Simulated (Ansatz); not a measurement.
## Molecular dynamics of Mg

Input:

```yaml
accuracy: low
crystal:
  lattice:
    - [9.63, 0.0, 0.0]
    - [-4.815, 8.339825, 0.0]
    - [0.0, 0.0, 10.42608]
  atoms:
    - { symbol: Mg, position: [0.0, 0.0, 0.0] }
    - { symbol: Mg, position: [0.1111111, 0.2222222, 0.25] }
    - { symbol: Mg, position: [0.0, 0.0, 0.5] }
    - { symbol: Mg, position: [0.1111111, 0.2222222, 0.75] }
    - { symbol: Mg, position: [0.0, 0.3333333, 0.0] }
    - { symbol: Mg, position: [0.1111111, 0.5555556, 0.25] }
    - { symbol: Mg, position: [0.0, 0.3333333, 0.5] }
    - { symbol: Mg, position: [0.1111111, 0.5555556, 0.75] }
    - { symbol: Mg, position: [0.0, 0.6666667, 0.0] }
    - { symbol: Mg, position: [0.1111111, 0.8888889, 0.25] }
    - { symbol: Mg, position: [0.0, 0.6666667, 0.5] }
    - { symbol: Mg, position: [0.1111111, 0.8888889, 0.75] }
    - { symbol: Mg, position: [0.3333333, 0.0, 0.0] }
    - { symbol: Mg, position: [0.4444444, 0.2222222, 0.25] }
    - { symbol: Mg, position: [0.3333333, 0.0, 0.5] }
    - { symbol: Mg, position: [0.4444444, 0.2222222, 0.75] }
    - { symbol: Mg, position: [0.3333333, 0.3333333, 0.0] }
    - { symbol: Mg, position: [0.4444444, 0.5555556, 0.25] }
    - { symbol: Mg, position: [0.3333333, 0.3333333, 0.5] }
    - { symbol: Mg, position: [0.4444444, 0.5555556, 0.75] }
    - { symbol: Mg, position: [0.3333333, 0.6666667, 0.0] }
    - { symbol: Mg, position: [0.4444444, 0.8888889, 0.25] }
    - { symbol: Mg, position: [0.3333333, 0.6666667, 0.5] }
    - { symbol: Mg, position: [0.4444444, 0.8888889, 0.75] }
    - { symbol: Mg, position: [0.6666667, 0.0, 0.0] }
    - { symbol: Mg, position: [0.7777778, 0.2222222, 0.25] }
    - { symbol: Mg, position: [0.6666667, 0.0, 0.5] }
    - { symbol: Mg, position: [0.7777778, 0.2222222, 0.75] }
    - { symbol: Mg, position: [0.6666667, 0.3333333, 0.0] }
    - { symbol: Mg, position: [0.7777778, 0.5555556, 0.25] }
    - { symbol: Mg, position: [0.6666667, 0.3333333, 0.5] }
    - { symbol: Mg, position: [0.7777778, 0.5555556, 0.75] }
    - { symbol: Mg, position: [0.6666667, 0.6666667, 0.0] }
    - { symbol: Mg, position: [0.7777778, 0.8888889, 0.25] }
    - { symbol: Mg, position: [0.6666667, 0.6666667, 0.5] }
    - { symbol: Mg, position: [0.7777778, 0.8888889, 0.75] }
basis:
  ecutwfc: 420.0
kpoints:
  mp_grid: { grid: [2, 2, 1] }
hamiltonian:
  xc: pbe
scf:
  occupations: { method: fermi_dirac, width: 0.11 }
  lower_state_search: "off"
md:
  timestep: 3.0
  n_steps: 200
  ensemble: nvt_langevin
  temperature: 1300.0
  initial_velocities: maxwell_boltzmann
  seed: 571616
  friction: 0.02
```

Command:

```bash
$ ansatz run input.yaml --threads 4 --pin off --max-ram 10240MiB --backend cpu --events-out ev --progress --plain --runs-dir out
```

It starts from a structure without forces on its atoms.

Output, in part (step lines):

```
md step     0: t =     0.00 fs  T =  1263.9 K  F+E_penalty+E_count = -69254.87118511 eV  E_kin = 5.881330 eV  (7 SCF iters)
md step     1: t =     3.00 fs  T =  1386.6 K  F+E_penalty+E_count = -69254.81321549 eV  E_kin = 6.452474 eV  (7 SCF iters)
md step     2: t =     6.00 fs  T =  1382.8 K  F+E_penalty+E_count = -69254.63068883 eV  E_kin = 6.434868 eV  (7 SCF iters)
md step     3: t =     9.00 fs  T =  1370.1 K  F+E_penalty+E_count = -69254.32976996 eV  E_kin = 6.375770 eV  (7 SCF iters)
md step     4: t =    12.00 fs  T =  1094.8 K  F+E_penalty+E_count = -69253.94872413 eV  E_kin = 5.094543 eV  (7 SCF iters)
md step     5: t =    15.00 fs  T =  1159.9 K  F+E_penalty+E_count = -69253.51803055 eV  E_kin = 5.397473 eV  (6 SCF iters)
md step     6: t =    18.00 fs  T =   992.7 K  F+E_penalty+E_count = -69253.04564755 eV  E_kin = 4.619290 eV  (5 SCF iters)
md step     7: t =    21.00 fs  T =  1067.6 K  F+E_penalty+E_count = -69252.54951761 eV  E_kin = 4.968013 eV  (5 SCF iters)
[... lines left out ...]
```

The steps, from the saved trajectory:

| time (fs) | T (K) | potential energy less start (eV) |
| --- | --- | --- |
| 0 | 1264 | 0.000 |
| 18 | 993 | 1.826 |
| 36 | 749 | 4.497 |
| 54 | 1089 | 4.802 |
| 72 | 1173 | 5.172 |
| 90 | 1014 | 5.937 |
| 108 | 1327 | 5.550 |
| 126 | 1306 | 5.302 |
| 144 | 1269 | 5.835 |
| 162 | 1338 | 6.628 |
| 180 | 1025 | 7.262 |
| 198 | 1260 | 6.418 |
| 216 | 1156 | 6.631 |
| 234 | 1091 | 7.171 |
| 252 | 1413 | 6.730 |
| 270 | 1628 | 5.868 |
| 288 | 1394 | 5.145 |
| 306 | 1543 | 6.384 |
| 324 | 1376 | 7.389 |
| 342 | 1299 | 7.268 |
| 360 | 1284 | 7.143 |
| 378 | 1248 | 7.157 |
| 396 | 1264 | 6.456 |
| 414 | 1208 | 6.395 |
| 432 | 1201 | 6.008 |
| 450 | 1338 | 5.545 |
| 468 | 1505 | 5.275 |
| 486 | 1443 | 4.860 |
| 504 | 1779 | 4.511 |
| 522 | 1374 | 5.555 |
| 540 | 1360 | 6.257 |
| 558 | 1539 | 6.126 |
| 576 | 1415 | 5.959 |
| 594 | 1227 | 6.745 |

The run went to its last step. A run of 0.6 ps of so small a system gives no equilibrium averages. Limits of this set-up: coarse k mesh, low accuracy level.

Mean squared displacements from the first frame to the last, about the centre of mass: Mg 0.31 Å².

Last frame:

```xyz
36
Lattice="9.6300 0.0000 0.0000 -4.8150 8.3398 0.0000 0.0000 0.0000 10.4261" Properties=species:S:1:pos:R:3
Mg -0.358 0.555 0.603
Mg 0.129 2.381 3.481
Mg -0.449 0.177 6.682
Mg -0.005 2.275 8.553
Mg -1.645 3.076 0.476
Mg -1.975 4.692 3.185
Mg -1.676 2.842 5.803
Mg -1.897 5.048 8.276
Mg -2.937 6.046 0.666
Mg -3.867 7.897 3.501
Mg -3.275 5.974 5.363
Mg -3.162 7.549 8.811
Mg 2.263 0.606 0.891
Mg 3.088 1.920 3.270
Mg 2.019 0.629 5.861
Mg 3.356 1.875 8.278
Mg 2.089 3.096 0.359
Mg 1.527 4.819 3.110
Mg 1.202 3.570 5.942
Mg 1.533 4.832 8.339
Mg 0.175 5.577 0.648
Mg -0.993 7.892 3.418
Mg -0.348 6.005 5.798
Mg -0.388 7.595 8.700
Mg 5.618 0.130 0.351
Mg 6.198 1.676 3.354
Mg 5.410 0.385 5.914
Mg 6.339 2.421 8.450
Mg 4.995 3.314 0.705
Mg 4.905 5.335 3.028
Mg 4.985 3.390 5.049
Mg 4.456 4.955 7.899
Mg 3.529 5.879 0.198
Mg 2.414 7.495 2.623
Mg 3.220 5.817 5.335
Mg 3.016 7.883 8.855
```

Time of the run: 11 min on 4 threads of AMD EPYC 9R45 96-Core Processor (Zen 5), on a shared host, peak memory 3.2 GiB.
